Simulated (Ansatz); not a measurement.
# FGaHO− (SMILES [O-][GaH][F]): single points off equilibrium

A test off equilibrium: a structure displaced at random from a GFN2-xTB minimum is computed at several levels, and each is set against CCSD(T).

The runs use Ansatz 0.2.0, Gaussian basis; single points in def2-TZVPPD.

Correlated methods freeze the cores. Filled d shells of the heavier atoms are correlated. B3LYP uses VWN-RPA correlation.

## Step 1: The system as given

4 atoms, charge -1, spin multiplicity 1.

Atoms are counted from 1 here; the program's logs count them from 0.

Bond lengths: O1–Ga2 1.710 Å, Ga2–F3 1.827 Å, Ga2–H4 1.593 Å. Angles: O1–Ga2–F3 126.7°, O1–Ga2–H4 135.3°, F3–Ga2–H4 97.9°.

Coordinates:

```tsv
atom	x (Å)	y (Å)	z (Å)
O1	-1.5523	-0.4445	0.8972
Ga2	-0.1486	0.0358	0.0464
F3	1.5591	-0.5425	0.3411
H4	0.1587	1.0174	-1.1695
```

## Step 2: CCSD(T)/def2-TZVPPD

File run/in.yaml:

```yaml
crystal:
  periodic: [false, false, false]
  atoms:
    - {symbol: O, position_ang: [-1.552300, -0.444500, 0.897200]}
    - {symbol: Ga, position_ang: [-0.148600, 0.035800, 0.046400]}
    - {symbol: F, position_ang: [1.559100, -0.542500, 0.341100]}
    - {symbol: H, position_ang: [0.158700, 1.017400, -1.169500]}
basis:
  gaussian: {orbitals: "def2-TZVPPD.json"}
total_charge: -1
correlation: {method: ccsd_t}
output: {forces: true}
```

The basis file named in the input lies beside it (Basis Set Exchange, JSON).

The command line of these runs was not kept.

## Step 3: PBE0-D4/def2-TZVPPD

run/in.yaml: that of step 2 with these lines changed.

```diff
@@ -10,3 +10,3 @@
 total_charge: -1
-correlation: {method: ccsd_t}
-output: {forces: true}
+hamiltonian: {xc: pbe0, dispersion: d4}
+output: {forces: true, orbitals: {seedname: orbitals}}
```

## Step 4: wB97M-V/def2-TZVPPD

run/in.yaml: that of step 3 with these lines changed.

```diff
@@ -10,3 +10,3 @@
 total_charge: -1
-hamiltonian: {xc: pbe0, dispersion: d4}
-output: {forces: true, orbitals: {seedname: orbitals}}
+hamiltonian: {xc: {name: wB97M-V}}
+output: {forces: true}
```

## Step 5: r2SCAN-D4/def2-TZVPPD

run/in.yaml: that of step 4 with these lines changed.

```diff
@@ -10,3 +10,3 @@
 total_charge: -1
-hamiltonian: {xc: {name: wB97M-V}}
+hamiltonian: {xc: r2scan, dispersion: d4}
 output: {forces: true}
```

## Step 6: PBE-D4/def2-TZVPPD

run/in.yaml: that of step 5 with these lines changed.

```diff
@@ -10,3 +10,3 @@
 total_charge: -1
-hamiltonian: {xc: r2scan, dispersion: d4}
+hamiltonian: {xc: pbe, dispersion: d4}
 output: {forces: true}
```

## Step 7: BLYP-D4/def2-TZVPPD

run/in.yaml: that of step 6 with these lines changed.

```diff
@@ -10,3 +10,3 @@
 total_charge: -1
-hamiltonian: {xc: pbe, dispersion: d4}
+hamiltonian: {xc: {name: BLYP}, dispersion: d4}
 output: {forces: true}
```

## Step 8: B3LYP-D4/def2-TZVPPD

run/in.yaml: that of step 7 with these lines changed.

```diff
@@ -10,3 +10,3 @@
 total_charge: -1
-hamiltonian: {xc: {name: BLYP}, dispersion: d4}
+hamiltonian: {xc: {name: B3LYP}, dispersion: d4}
 output: {forces: true}
```

(Steps that only read results are left out.)

What does the calculation give? Wanted: RMS force component; RMS force error; HOMO and LUMO, PBE0-D4; T1 diagnostic.

As calculated:

| quantity | value |
| --- | --- |
| RMS force component | 0.132 to 0.384 eV/Å over the methods |
| RMS force error | PBE0-D4 0.175, wB97M-V 0.160, r2SCAN-D4 0.121, PBE-D4 0.203, BLYP-D4 0.302, B3LYP-D4 0.116 eV/Å |
| HOMO and LUMO, PBE0-D4 | -1.33 and 3.98 eV |
| T1 diagnostic | 0.021 |

What this shows: On forces the order runs from B3LYP-D4 to BLYP-D4. Frozen-core CCSD(T) forces in triple zeta carry basis errors of their own, and this is one geometry, so small gaps rank nothing.
